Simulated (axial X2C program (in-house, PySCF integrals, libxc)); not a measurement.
**All-electron X2C curves of SeFe**

What are the state, bond length, wavenumber and bond energy of SeFe, and what does spin–orbit coupling change?

The runs use an in-house X2C program for linear molecules on PySCF integrals; all-electron X2C, Se dyall-cv3z, Fe dyall-cv3z.

All values are calculated.

### 1 Input

Input file task.json:

```json
{"zs": [34, 26], "q": 0, "bas": ["dyall-cv3z", "dyall-cv3z"], "levels": ["PBE0", "HF", "PBE50"], "cc": true, "r0": 2.16, "thr": -2.0, "nmax": 90, "npts": 10, "nst": 2, "ntry": 6}
```

Keys: zs atomic numbers; q charge; bas basis sets; levels methods (HF also brings MP2); cc coupled cluster on or off; r0 starting distance in Å; thr threshold in hartree for freezing inner shells (an s shell follows its p shell); nmax most natural virtual spinors; npts points asked for on the curve; nst determinants followed; ntry starts of the search.

Launch:

```
$ python so2c.py task.json out
```

Spin-free means the one-electron spin-free X2C Hamiltonian; two-component (2c) means X2C with spin–orbit coupling and atomic mean-field two-electron Coulomb and Gaunt terms. Basis: Se dyall-cv3z contracted to [8s9p6d4f1g], Fe dyall-cv3z contracted to [9s10p6d3f2g]; Gaussian nuclei, density fitting. Masses: Se 79.917 u, Fe 55.935 u.

Notation: σ, π±, δ± give the projection m of an orbital's angular momentum (0, ±1, ±2), α and β its spin, Λ and M_S the sums; ω is the projection of a spinor's total angular momentum and Ω the sum. Logs are in hartree.

The results follow Hamiltonian by Hamiltonian and level by level.

### 2 Which state to follow

Determinants are compared with PBE0 at 2.160 Å.

Spin-free determinants:

| ΔE (eV) | state | open shells |
| --- | --- | --- |
| 0.00 | M_S = 2, Λ = 0 | beyond closed shells: π+α, π-α, δ+α, δ-α |
| 0.10 | M_S = 2, Λ = 2 | beyond closed shells: σα, π+α, π-α, δ+α, δ+β, δ-α |
| 0.28 | M_S = 2, Λ = 1 | beyond closed shells: σα, π+α, π+β, π-α, δ+α, δ-α |
| 0.58 | M_S = 3, Λ = 0 | beyond closed shells: 2 × σα, π+α, π-α, δ+α, δ-α |
| 0.82 | M_S = 1, Λ = 1 | beyond closed shells: π-α, δ+α, δ+β, δ-α |
| 1.22 | M_S = 2, Λ = 1 | beyond closed shells: σα, π+α, δ+α, δ-α |
| 1.50 | M_S = 3, Λ = 1 | beyond closed shells: σα, 2 × π+α, π+β, 2 × π-α, δ+α, δ-α |

Two-component determinants:

```json
{"ΔE (eV)": "0.00", "state": "Ω = 2", "open shells": "excess of +ω over −ω: ω = -1/2, ω = 5/2"}
{"ΔE (eV)": "0.05", "state": "Ω = 4", "open shells": "excess of +ω over −ω: ω = 3/2, ω = 5/2"}
{"ΔE (eV)": "0.22", "state": "Ω = 3", "open shells": "excess of +ω over −ω: ω = 1/2, ω = 5/2"}
{"ΔE (eV)": "0.33", "state": "Ω = 1", "open shells": "excess of +ω over −ω: ω = -3/2, ω = 5/2"}
{"ΔE (eV)": "0.76", "state": "Ω = 2", "open shells": "excess of +ω over −ω: ω = 1/2, ω = 3/2"}
{"ΔE (eV)": "1.12", "state": "Ω = 1", "open shells": "excess of +ω over −ω: ω = -3/2, ω = 5/2"}
{"ΔE (eV)": "1.42", "state": "Ω = 4", "open shells": "excess of +ω over −ω: ω = 3/2, ω = 5/2"}
```

### 3 PBE0, spin-free

State followed: M_S = 2, Λ = 0 (beyond closed shells: π+α, π-α, δ+α, δ-α). The scan is laid around 2.119 Å, a first estimate of the minimum, and this SCF restarts from the orbitals of the search.

Output at 2.119 Å:

```text
spin-free X2C-1e  PBE0
basis functions 210  fitting functions 1187  grid points 5800
iter        total energy     max residual
   1      -3701.444693349     2.48e+00
   2      -3702.134941892     2.48e-02
   3      -3702.106550713     7.98e-02
   4      -3702.137246680     9.73e-03
   5      -3702.138901522     4.05e-03
   6      -3702.139051801     4.40e-04
   7      -3702.139055313     7.73e-05
   8      -3702.139055585     5.81e-05
   9      -3702.139055673     6.12e-05
  10      -3702.139055743     2.51e-05
  11      -3702.139055762     1.25e-05
  12      -3702.139055765     4.56e-06
  13      -3702.139055765     8.04e-07
converged
one-electron -5578.99684508  Coulomb 1800.49298661  exact exchange -35.42702199  xc functional -108.96922035  nuclear repulsion 220.76104505
```

Along the bond, energies from the lowest point:

```tsv
R (Å)	E (eV)	μ (D)	HOMO (eV)	LUMO (eV)	iterations
1.843	1.0456	3.80	-6.28	-2.68	15
1.928	0.4251	4.20	-6.36	-2.89	14
1.992	0.1635	4.48	-6.44	-3.04	14
2.055	0.0323	4.75	-6.42	-3.19	14
2.119	0.0000	5.01	-6.35	-3.32	13
2.193	0.0555	5.28	-6.27	-3.46	14
2.267	0.1826	5.51	-6.20	-3.59	13
2.363	0.4150	5.76	-6.11	-3.73	14
2.479	0.7559	5.97	-6.01	-3.87	14
2.649	1.2801	6.16	-5.89	-3.98	14
```

Dipoles are positive if Fe is the positive end.

Outer orbitals at the reference distance:

```tsv
symmetry	occupied	ε (eV)	atomic character
σα	yes	-18.19	74% Se s, 10% Fe p, 9% Fe d
σβ	yes	-17.89	74% Se s, 10% Fe p, 8% Fe d
δ+α	yes	-11.88	100% Fe d
δ-α	yes	-11.88	100% Fe d
π+α	yes	-11.37	96% Fe d, 3% Se p
π-α	yes	-11.37	96% Fe d, 3% Se p
σα	yes	-10.40	82% Fe d, 12% Se p, 4% Se s
σβ	yes	-8.69	45% Se p, 44% Fe d, 5% Se s
σα	yes	-7.54	48% Se p, 41% Fe s, 9% Fe d
π-β	yes	-6.68	63% Se p, 29% Fe d, 7% Fe p
π+β	yes	-6.68	63% Se p, 29% Fe d, 7% Fe p
σβ	yes	-6.61	42% Fe d, 32% Fe s, 25% Se p
π+α	yes	-6.35	82% Se p, 12% Fe p, 6% Fe d
π-α	yes	-6.35	82% Se p, 12% Fe p, 6% Fe d
σα	no	-3.32	39% Fe p, 33% Fe s, 23% Se p
δ+β	no	-2.70	100% Fe d
δ-β	no	-2.70	100% Fe d
σβ	no	-2.57	40% Fe s, 38% Fe p, 14% Se p
```

PBE0 fields in the half plane through the axis: z from -2.4 to 4.5 Å across, distance from the axis 0.15 to 2.25 Å upwards; Se lies at z = 0 and Fe at z = 2.119 Å; the ELF is damped to zero where the density is low.

log10 density (e/bohr³). Ten even steps from ' ' (-4.55 ) to '@' (1.42 ):
```
    ......::::::::::::::::::::::::::::....      
  ....::::::----------------------::::::....    
  ..::::------==========--------------::::....  
....::----==========================----::::..  
..::::--====++++++++++++====++++++====--::::....
..::----==++++******++++++++******++==----::....
..::--==++++**######**++++**######**++==--::::..
::::--==++++**%%@@%%******##%%@@%%##++==--::::..
```

ELF. Ten even steps from '0' (0.00 ) to '9' (0.83 ):
```
000001223222222332100000
000023455544334443210000
000245777765544443211000
001368999987543332210000
002579999998522221110000
013689854588412432100000
014799425237337984100000
014797292916379878310000
```

Re = 2.112 Å, ωe = 396 cm⁻¹, ωexe = 1.13 cm⁻¹, Be = 0.1149 cm⁻¹, De = 2.81 eV, μ = 4.98 D.

### 4 HF, spin-free

Output at 2.119 Å:

```text
spin-free X2C-1e  HF
basis functions 210  fitting functions 1187  grid points 5800
iter        total energy     max residual
   1      -3699.450901377     1.47e-01
   2      -3699.509773508     3.34e-02
   3      -3699.522413159     2.07e-02
   4      -3699.528218745     9.80e-03
   5      -3699.532116716     3.30e-03
   6      -3699.533194315     2.13e-03
   7      -3699.533658908     1.94e-03
   8      -3699.534334576     1.81e-03
   9      -3699.535083262     1.46e-03
  10      -3699.535602214     1.28e-03
  11      -3699.536003711     6.77e-04
  12      -3699.536089607     4.86e-04
  13      -3699.536135919     1.76e-04
  14      -3699.536139009     9.69e-05
  15      -3699.536139829     6.41e-05
  16      -3699.536139967     3.88e-05
  17      -3699.536140008     1.65e-05
  18      -3699.536140015     5.22e-06
  19      -3699.536140016     2.94e-06
converged
one-electron -5577.97022149  Coulomb 1799.65266334  exact exchange -141.97962691  xc functional 0.00000000  nuclear repulsion 220.76104505
```

Re = 2.339 Å, ωe = 254.5 cm⁻¹, Be = 0.09362 cm⁻¹, De = 0.611 eV, μ = 5.52 D.

### 5 PBE50, spin-free

The SCF at the reference distance of 2.119 Å:

```text
spin-free X2C-1e  PBE50
basis functions 210  fitting functions 1187  grid points 5800
iter        total energy     max residual
   1      -3702.172588409     5.23e-02
   2      -3702.180236418     1.24e-02
   3      -3702.177248250     2.10e-02
   4      -3702.183301714     6.38e-03
   5      -3702.183677660     2.54e-03
   6      -3702.184112911     1.43e-03
   7      -3702.184240122     5.06e-04
   8      -3702.184269073     3.30e-04
   9      -3702.184285712     1.29e-04
  10      -3702.184290649     7.24e-05
  11      -3702.184291848     2.74e-05
  12      -3702.184291993     1.43e-05
  13      -3702.184292010     4.67e-06
  14      -3702.184292011     2.31e-06
converged
one-electron -5579.14121857  Coulomb 1800.71748219  exact exchange -70.92200600  xc functional -73.59959467  nuclear repulsion 220.76104505
```

Re = 2.138 Å, ωe = 373 cm⁻¹, ωexe = 1.42 cm⁻¹, Be = 0.112 cm⁻¹, De = 2.20 eV, μ = 6.15 D.

### 6 Correlated methods, spin-free

Correlated methods: 14 electrons correlated (frozen shells, counted by type: Se 3 s, 2 p, 1 d; Fe 3 s, 2 p), 266 virtual spinors in MP2, 89 natural virtuals in coupled cluster.

Output of the correlated part at 2.119 Å:

```text
correlated 14  virtual 266  natural virtual 89  E(MP2) -0.346784626  MP2 remainder -0.029404429
iter   CCSD correlation   residual
   1     -0.323566329   1.41e-01
   2     -0.333069347   7.75e-02
   3     -0.339180459   4.93e-02
   4     -0.341445661   2.89e-02
   5     -0.342917569   1.47e-02
   6     -0.343288212   6.53e-03
   7     -0.343422537   3.00e-03
   8     -0.343460926   1.56e-03
   9     -0.343452809   8.17e-04
  10     -0.343466997   3.68e-04
  11     -0.343462781   1.58e-04
  12     -0.343466549   8.62e-05
  13     -0.343465748   4.68e-05
  14     -0.343465506   2.58e-05
  15     -0.343465349   1.37e-05
  16     -0.343465257   6.09e-06
  17     -0.343465213   2.76e-06
  18     -0.343465203   1.53e-06
(T) -0.016203837  T1 0.0772  D1 0.1594  max T2 0.086
```

T1 in the output is the amplitude norm over the root of the electron number; divide by √2 for the Lee–Taylor value.

MP2: No constants are quoted: the reference is strongly spin-contaminated.

CCSD: Re = 2.132 Å, ωe = 368 cm⁻¹, ωexe = 1.56 cm⁻¹, Be = 0.1127 cm⁻¹, De = 1.82 eV. T1 at Re = 0.055 (Lee–Taylor, the printed value over √2).

CCSD(T): Re = 2.119 Å, ωe = 385 cm⁻¹, ωexe = 1.63 cm⁻¹, Be = 0.1141 cm⁻¹, De = 2.00 eV. T1 at Re = 0.055 (Lee–Taylor, the printed value over √2).

### 7 A higher determinant, spin-free

State: M_S = 2, Λ = 2 (beyond closed shells: σα, π+α, π-α, δ+α, δ+β, δ-α).

Output at the reference distance:

```text
spin-free X2C-1e  PBE0
basis functions 210  fitting functions 1187  grid points 5800
iter        total energy     max residual
   1      -3701.467984883     2.49e+00
   2      -3702.130769002     2.33e-02
   3      -3702.107951636     7.13e-02
   4      -3702.132733603     1.05e-02
   5      -3702.134563942     3.54e-03
   6      -3702.134680669     3.70e-04
   7      -3702.134682813     7.34e-05
   8      -3702.134683029     5.16e-05
   9      -3702.134683083     6.01e-05
  10      -3702.134683130     5.76e-06
  11      -3702.134683134     3.01e-06
  12      -3702.134683135     9.59e-07
converged
one-electron -5580.32370373  Coulomb 1801.86448182  exact exchange -35.43768991  xc functional -108.99881637  nuclear repulsion 220.76104505
```

```tsv
R (Å)	E above the lowest PBE0 point (eV)
1.843	1.365
1.928	0.674
1.992	0.364
2.055	0.189
2.119	0.119
2.193	0.138
2.267	0.235
2.363	0.440
2.479	0.762
```

Re = 2.141 Å, ωe = 386 cm⁻¹, ωexe = 1.04 cm⁻¹, Be = 0.1118 cm⁻¹, μ = 5.59 D. Te = 0.12 eV.

### 8 The spin-free curves together

Energy (eV) of the followed determinant, spin-free, from each level's lowest point:

```tsv
R (Å)	PBE0	HF	MP2 (spin-contaminated)	CCSD	CCSD(T)	PBE50
1.843	1.046	2.144	1.019	n/a	n/a	1.177
1.928	0.425	1.252	0.382	0.491	0.455	0.518
1.992	0.164	0.796	0.122	0.207	0.181	0.225
2.055	0.032	0.476	0.009	0.054	0.040	0.063
2.119	0.000	0.258	0.000	0.000	0.000	0.000
2.193	0.055	0.100	0.069	0.026	0.043	0.020
2.267	0.183	0.020	0.187	0.117	0.153	0.111
2.363	0.415	0.000	0.376	0.296	0.355	0.294
2.479	0.756	0.062	0.638	n/a	n/a	0.570
2.649	1.280	0.256	1.040	n/a	n/a	1.003
```

[end of part 1 of 2]
